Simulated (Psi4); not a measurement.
# singlet BCl2O−: levels of theory compared

Wanted: a comparison of 5 runs (M06-L/aug-cc-pVDZ, PBE0/aug-cc-pVDZ, SVWN5/aug-cc-pVDZ, r2SCAN/aug-cc-pVDZ, revPBE/aug-cc-pVDZ) of singlet BCl2O−. 

Program for the calculation: Psi4 1.11.

## 1. The structure to begin with

The species is BCl2O− (4 atoms), meant as a singlet with charge -1. SMILES of the parent species: `[O]B(Cl)Cl`. The shape is that of a PBE0-D4/def2-TZVP optimisation. That shape belongs to the parent species and isn't relaxed for this state.

Bond lengths: O1–B2 1.328 Å, B2–Cl3 1.744 Å, B2–Cl4 1.744 Å. Angles: O1–B2–Cl3 117.7°, O1–B2–Cl4 117.7°, Cl3–B2–Cl4 124.6°.

## 2. The energy at M06-L/aug-cc-pVDZ (run 1)

The input, calc.dat:

```
memory 1600 MB

molecule geom {
  -1 1
  O
  B 1 1.327637
  Cl 2 1.744041 1 117.69628
  Cl 2 1.74405 1 117.69969 3 179.99788
  symmetry c1
  no_reorient
  no_com
}

set basis aug-cc-pVDZ
set puream true
set e_convergence 1e-09
set d_convergence 1e-08
set scf_type pk
set dft_radial_points 99
set dft_spherical_points 590

e_tot, wfn = energy('m06-l', return_wfn=True)
oeprop(wfn, 'MULLIKEN_CHARGES', 'MAYER_INDICES', 'WIBERG_LOWDIN_INDICES', title='M06-L')
print_variables()
```

The run is started by

```bash
$ psi4 -n 1 calc.dat calc.out
```

calc.out:

```text
[...]
  Running in c1 symmetry.
[...]
  Nuclear repulsion =  171.614502934072817
[...]
  Multiplicity = 1
[...]
  Nalpha       = 24
  Nbeta        = 24
[...]
    Number of basis functions: 100
[...]
   @RKS iter   1: -1020.21422028349195   -2.13310e-03   9.73193e-03 DIIS/ADIIS
[...]
   @RKS iter  13: -1020.66731312932995   -2.50111e-12   2.38450e-09 DIIS
[...]
    Orbital Energies [Eh]
    ---------------------
    Doubly Occupied:
       1A   -100.999912     2A   -100.999909     3A    -18.700909
       4A     -9.223803     5A     -9.223797     6A     -6.928623
       7A     -6.928620     8A     -6.922858     9A     -6.922855
      10A     -6.921661    11A     -6.921658    12A     -6.501231
      13A     -0.685527    14A     -0.617635    15A     -0.604537
      16A     -0.265803    17A     -0.210637    18A     -0.164340
      19A     -0.153064    20A     -0.121605    21A     -0.110259
      22A     -0.088640    23A     -0.038755    24A      0.002023
[...]
  @RKS Final Energy: -1020.66731312932995
   => Energetics <=
    Nuclear Repulsion Energy =            171.6145029340728172
    One-Electron Energy =               -1760.1855024577243967
    Two-Electron Energy =                 637.3824621051095392
    DFT Exchange-Correlation Energy =     -69.4787757107878434
    Empirical Dispersion Energy =           0.0000000000000000
    VV10 Nonlocal Energy =                  0.0000000000000000
    Total Energy =                      -1020.6673131293299548
[...]
 Multipole Moments:
 ------------------------------------------------------------------------------------
     Multipole            Electronic (a.u.)      Nuclear  (a.u.)        Total (a.u.)
 ------------------------------------------------------------------------------------
 L = 1.  Multiply by 2.5417464519 to convert [e a0] to [Debye]
 Dipole X            :          0.0000039            0.0000050            0.0000089
 Dipole Y            :          0.0000074           -0.0000035            0.0000039
 Dipole Z            :          1.7752353           -0.4738019            1.3014334
 Magnitude           :                                                    1.3014334
[...]
  Mulliken Charges: (a.u.)
   Center  Symbol    Alpha    Beta     Spin     Total
       1     O     4.26237  4.26237  0.00000 -0.52474
       2     B     2.31701  2.31701  0.00000  0.36598
       3    CL     8.71031  8.71031  0.00000 -0.42061
       4    CL     8.71031  8.71031  0.00000 -0.42063
   Total alpha = 24.00000, Total beta = 24.00000, Total charge = -1.00000
  Mayer Bond Indices:
[...]
```

Run time: 25 s. Hardware: 1 thread of Intel Xeon 6975P-C (Granite Rapids), shared host; peak memory 0.79 GiB.

## 3. Energy and gradient at PBE0/aug-cc-pVDZ (run 2)

The input, run.py:

```python
import psi4

psi4.set_memory(1600000000)
psi4.set_num_threads(1)
psi4.set_output_file('psi4.out', False)

geom = psi4.geometry("""
-1 1
O      0.159300    -1.173100    -0.780100
B      0.021500    -0.075700    -0.045700
Cl    -1.514200     0.187800     0.737800
Cl     1.388900     1.000900     0.067700
symmetry c1
""")

psi4.set_options({
    'basis': 'aug-cc-pVDZ',
    'reference': 'rks',
    'puream': True,
    'e_convergence': 1e-09,
    'd_convergence': 1e-08,
    'scf_type': 'pk',
    'dft_radial_points': 99,
    'dft_spherical_points': 590,
})

result = psi4.gradient('pbe0', molecule=geom)
print('gradient / Eh bohr^-1')
print(result.np.round(6))
for k, v in sorted(psi4.core.scalar_variables().items()):
    print(f'{k:45s} {v:18.10f}')
```

The run is started by

```bash
$ python run.py
```

psi4.out:

```text
[...]
  Running in c1 symmetry.
[...]
  Nuclear repulsion =  171.614520346409535
[...]
  Multiplicity = 1
[...]
  Nalpha       = 24
  Nbeta        = 24
[...]
    Number of basis functions: 100
[...]
   @RKS iter   1: -1019.89892030345572   -1.24175e-01   8.84166e-03 ADIIS/DIIS
[...]
   @RKS iter  13: -1020.27246214517220   -3.41061e-13   8.26984e-10 DIIS
[...]
    Orbital Energies [Eh]
    ---------------------
    Doubly Occupied:
       1A   -101.531337     2A   -101.531334     3A    -18.951336
       4A     -9.349072     5A     -9.349062     6A     -7.080814
       7A     -7.080810     8A     -7.075927     9A     -7.075924
      10A     -7.074853    11A     -7.074850    12A     -6.650890
      13A     -0.743070    14A     -0.675813    15A     -0.664095
      16A     -0.315857    17A     -0.260230    18A     -0.210176
      19A     -0.203497    20A     -0.162689    21A     -0.153115
      22A     -0.139793    23A     -0.086238    24A     -0.050705
[...]
  @RKS Final Energy: -1020.27246214517220
   => Energetics <=
    Nuclear Repulsion Energy =            171.6145203464095346
    One-Electron Energy =               -1759.8538047537085731
    Two-Electron Energy =                 620.1365819940936035
    DFT Exchange-Correlation Energy =     -52.1697597319667423
    Empirical Dispersion Energy =           0.0000000000000000
    VV10 Nonlocal Energy =                  0.0000000000000000
    Total Energy =                      -1020.2724621451721987
[...]
 Multipole Moments:
 ------------------------------------------------------------------------------------
     Multipole            Electronic (a.u.)      Nuclear  (a.u.)        Total (a.u.)
 ------------------------------------------------------------------------------------
 L = 1.  Multiply by 2.5417464519 to convert [e a0] to [Debye]
 Dipole X            :         -0.1944984            0.0491758           -0.1453226
 Dipole Y            :          1.5489887           -0.3916392            1.1573495
 Dipole Z            :          1.0366157           -0.2620850            0.7745307
 Magnitude           :                                                    1.4001694
[...]
  -Total Gradient:
     Atom            X                  Y                   Z
    ------   -----------------  -----------------  -----------------
       1        0.004892981661    -0.039004980698    -0.026098926197
       2       -0.012207605017     0.097203251727     0.065048851928
       3        0.032586807594    -0.021000095897    -0.026154716600
       4       -0.025272090131    -0.037198941374    -0.012795719288
[...]
```

On the terminal:

```text
Memory set to   1.490 GiB by Python driver.
  Threads set to 1 by Python driver.
gradient / Eh bohr^-1
[[ 0.004893 -0.039005 -0.026099]
 [-0.012208  0.097203  0.065049]
 [ 0.032587 -0.021    -0.026155]
 [-0.025272 -0.037199 -0.012796]]
CURRENT ENERGY                                  -1020.2724621452
CURRENT REFERENCE ENERGY                        -1020.2724621452
DD SOLVATION ENERGY                                 0.0000000000
DFT FUNCTIONAL TOTAL ENERGY                     -1020.2724621452
DFT TOTAL ENERGY                                -1020.2724621452
DFT VV10 ENERGY                                     0.0000000000
DFT XC ENERGY                                     -52.1697597320
GRID ELECTRONS ALPHA                               24.0000000969
GRID ELECTRONS BETA                                24.0000000969
GRID ELECTRONS TOTAL                               48.0000001937
NUCLEAR REPULSION ENERGY                          171.6145203464
ONE-ELECTRON ENERGY                             -1759.8538047537
PCM POLARIZATION ENERGY                             0.0000000000
PE ENERGY                                           0.0000000000
SCF ITERATION ENERGY                            -1020.2724621452
SCF ITERATIONS                                     13.0000000000
SCF TOTAL ENERGY                                -1020.2724621452
TWO-ELECTRON ENERGY                               620.1365819941
XC GRID RADIAL POINTS                              99.0000000000
XC GRID SPHERICAL POINTS                          590.0000000000
XC GRID TOTAL POINTS                           227608.0000000000
```

Wall time 31 s (1 thread of Intel Xeon 6975P-C (Granite Rapids), shared host); peak memory 0.78 GiB.

Runs 3 to 4 aren't shown in full; the table further down has their settings and results.

## 4. Energy and forces at revPBE/aug-cc-pVDZ (run 5)

The input, calc.dat:

```
memory 1600 MB

molecule {
  -1 1
  O      0.159300    -1.173100    -0.780100
  B      0.021500    -0.075700    -0.045700
  Cl    -1.514200     0.187800     0.737800
  Cl     1.388900     1.000900     0.067700
  symmetry c1
  no_reorient
  no_com
}

set reference rks
set puream true
set e_convergence 1e-09
set d_convergence 1e-08
set scf_type pk
set dft_radial_points 99
set dft_spherical_points 590

e_tot = gradient('revpbe/aug-cc-pVDZ')
```

The run is started by

```bash
$ psi4 -n 1 calc.dat calc.out
```

calc.out:

```text
[...]
  Running in c1 symmetry.
[...]
  Nuclear repulsion =  171.614520346409535
[...]
  Multiplicity = 1
[...]
  Nalpha       = 24
  Nbeta        = 24
[...]
    Number of basis functions: 100
[...]
   @RKS iter   1: -1019.97469649609138    1.27060e-01   1.01452e-02 ADIIS/DIIS
[...]
   @RKS iter  13: -1020.48673503939460   -2.04636e-12   1.20391e-09 DIIS
[...]
    Orbital Energies [Eh]
    ---------------------
    Doubly Occupied:
       1A   -100.507089     2A   -100.507086     3A    -18.514724
       4A     -8.996328     5A     -8.996318     6A     -6.811831
       7A     -6.811827     8A     -6.806061     9A     -6.806059
      10A     -6.804715    11A     -6.804712    12A     -6.378082
      13A     -0.635015    14A     -0.576515    15A     -0.567666
      16A     -0.251435    17A     -0.200360    18A     -0.152684
      19A     -0.140539    20A     -0.108938    21A     -0.099010
      22A     -0.081138    23A     -0.036226    24A      0.006415
[...]
  @RKS Final Energy: -1020.48673503939460
   => Energetics <=
    Nuclear Repulsion Energy =            171.6145203464095346
    One-Electron Energy =               -1759.6787991359203716
    Two-Electron Energy =                 636.8054899940078712
    DFT Exchange-Correlation Energy =     -69.2279462438916653
    Empirical Dispersion Energy =           0.0000000000000000
    VV10 Nonlocal Energy =                  0.0000000000000000
    Total Energy =                      -1020.4867350393946026
[...]
 Multipole Moments:
 ------------------------------------------------------------------------------------
     Multipole            Electronic (a.u.)      Nuclear  (a.u.)        Total (a.u.)
 ------------------------------------------------------------------------------------
 L = 1.  Multiply by 2.5417464519 to convert [e a0] to [Debye]
 Dipole X            :          1.3088569           -1.4138931           -0.1050362
 Dipole Y            :        -19.0812954           19.7374335            0.6561381
 Dipole Z            :        -13.2220749           13.6517595            0.4296846
 Magnitude           :                                                    0.7913145
[...]
  -Total Gradient:
     Atom            X                  Y                   Z
    ------   -----------------  -----------------  -----------------
       1        0.002587539606    -0.020644321110    -0.013811736099
       2       -0.010678653321     0.085025759939     0.056900000639
       3        0.040400439184    -0.022011604400    -0.029937598976
       4       -0.032309310890    -0.042369968860    -0.013150752733
[...]
```

Run time: 33 s. Hardware: 1 thread of Intel Xeon 6975P-C (Granite Rapids), shared host; peak memory 0.79 GiB.

## 5. The series

| run | level | task | properties | energy (Eh) | HOMO energy (eV) | LUMO energy (eV) | HOMO–LUMO gap (eV) | wall time |
| --- | --- | --- | --- | --- | --- | --- | --- | --- |
| 1 | M06-L/aug-cc-pVDZ | energy | (mulliken, mayer, wiberg) | -1020.667313 | 0.06 | 3.46 | 3.41 | 25 s |
| 2 | PBE0/aug-cc-pVDZ | gradient | – | -1020.272462 | -1.38 | 3.62 | 5.00 | 31 s |
| 3 | SVWN5/aug-cc-pVDZ | energy | – | -1016.924332 | -0.10 | 3.21 | 3.31 | 13 s |
| 4 | r2SCAN/aug-cc-pVDZ | gradient | – | -1020.576032 | -0.11 | 3.77 | 3.88 | 41 s |
| 5 | revPBE/aug-cc-pVDZ | gradient | – | -1020.486735 | 0.17 | 3.12 | 2.95 | 33 s |

## 6. Summary of results

| quantity | value |
| --- | --- |
| run 5: total energy | -1020.48674 Eh |
| run 5: HOMO energy | 0.17 eV |
| run 5: LUMO energy | 3.12 eV |
| run 5: HOMO–LUMO gap (to an unbound level, set by the basis) | 2.95 eV |
| run 5: largest force on an atom | 5.289 eV/Å |

In words: The HOMO–LUMO gap runs from 2.95 eV (revPBE/aug-cc-pVDZ) to 5.00 eV (PBE0/aug-cc-pVDZ). The empty levels of an anion lie above zero and hang on the basis. Totals of different functionals can't be ranked against each other. In runs 1, 5 the HOMO lies above zero, so the outermost electron may be held by the basis alone. All runs together took 2.4 min, the longest 41 s.
